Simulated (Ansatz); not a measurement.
# BAs: a relaxation

Wanted: a converged relaxation for BAs, and a check of what comes out. The structure is shown as the input types it.

Program: Ansatz 0.2.0. Level of theory: DFT, r2SCAN, PAW with Ansatz's default frozen-core files, scalar-relativistic; relaxation of cell and atoms. These are calculated values, not measurements.

## Step 1: Starting point

The structure is cubic, space group F-43m (No. 216). The conventional cell has a = 4.777 Å, b = 4.777 Å, c = 4.777 Å, α = 90.00°, β = 90.00°, γ = 90.00°. B (site symmetry -43m) has 4 As at 2.07 Å as nearest neighbours. Around As (site symmetry -43m) lie 4 B at 2.07 Å.

Coordinates:

```
CELL_PARAMETERS angstrom
0.00000 2.38850 2.38850
2.38850 0.00000 2.38850
2.38850 2.38850 0.00000
ATOMIC_POSITIONS crystal
B 0.00000 0.00000 0.00000
As 0.75000 0.75000 0.75000
```

## Step 2: The calculation

Input file input.yaml:

```yaml
crystal:
  lattice:
    - [0.0, 2.3885, 2.3885]
    - [2.3885, 0.0, 2.3885]
    - [2.3885, 2.3885, 0.0]
  atoms:
    - { symbol: B, position: [0.0, 0.0, 0.0] }
    - { symbol: As, position: [0.75, 0.75, 0.75] }
kpoints:
  mp_grid: { grid: [10, 10, 10] }
scf:
  occupations: { method: fixed }
  max_iter: 100
hamiltonian:
  xc: r2scan
  pseudopotentials: { kind: paw }
relax:
  f_tol: 1.0e-09
  max_steps: 30
  cell: {}
output:
  forces: true
  stress: true
```

Command:

```bash
$ ansatz run input.yaml --threads 1 --pin off --max-ram 3072MiB --backend cpu --events-out ev --progress --plain --runs-dir out
```

Q: Will this input give a usable result? If not, why, and what should change?

This run ends as converged. That alone doesn't make the input a sound one.

In the input, relax.f_tol is 1.0e-09. The risk: force tolerance out of reach. The run converged, but that does not make its result sound.

Run again and compare: set relax.f_tol to 0.002.
